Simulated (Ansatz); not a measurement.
# GeH4O2S: the cost of one run

All numbers below are computed with Ansatz 0.2.0 (RKS PBE-D4/def2-SVP).

1 further run of the same task is left out (it didn't finish).

## (1) The starting structure

Bond lengths: O1–Ge2 1.737 Å, Ge2–O3 1.764 Å, Ge2–S4 2.172 Å, O1–H5 1.032 Å, Ge2–H6 1.560 Å, O3–H7 0.973 Å, S4–H8 1.402 Å. Angles: O1–Ge2–O3 107.6°, O1–Ge2–S4 110.8°, O1–Ge2–H6 110.2°, O3–Ge2–S4 108.0°, O3–Ge2–H6 109.9°, S4–Ge2–H6 110.4°, Ge2–O1–H5 106.1°, Ge2–O3–H7 108.6°, Ge2–S4–H8 92.8°.

Coordinates:

```xyz
8

O    -0.6040    1.1604   -0.9311
Ge    0.1292    0.3347    0.4091
O     1.7986   -0.0232   -0.0332
S    -0.8789   -1.5489    0.7997
H    -1.5716    1.3730   -0.6421
H     0.1000    1.2399    1.6797
H     1.7949   -0.5847   -0.8282
H    -0.6761   -2.0083   -0.5097
```

## (2) Relaxing end A

Input file input.yaml:

```yaml
crystal:
  periodic: [false, false, false]
  atoms:
    - { symbol: O, position_ang: [-0.604, 1.1604, -0.9311] }
    - { symbol: Ge, position_ang: [0.1292, 0.3347, 0.4091] }
    - { symbol: O, position_ang: [1.7986, -0.0232, -0.0332] }
    - { symbol: S, position_ang: [-0.8789, -1.5489, 0.7997] }
    - { symbol: H, position_ang: [-1.5716, 1.373, -0.6421] }
    - { symbol: H, position_ang: [0.1, 1.2399, 1.6797] }
    - { symbol: H, position_ang: [1.7949, -0.5847, -0.8282] }
    - { symbol: H, position_ang: [-0.6761, -2.0083, -0.5097] }
basis:
  gaussian: { orbitals: def2-SVP }
hamiltonian:
  xc: pbe
  dispersion: d4
relax:
  f_tol: 0.02
  max_steps: 50
```

On the command line:

```
> ansatz run input.yaml --threads 2 --pin off --max-ram 3072MiB --backend cpu --events-out ev --progress --plain --runs-dir out
```

What time and memory should one allow on 2 threads of Arm Neoverse V1, shared host?

About 78 s, with a peak of 0.14 GiB.
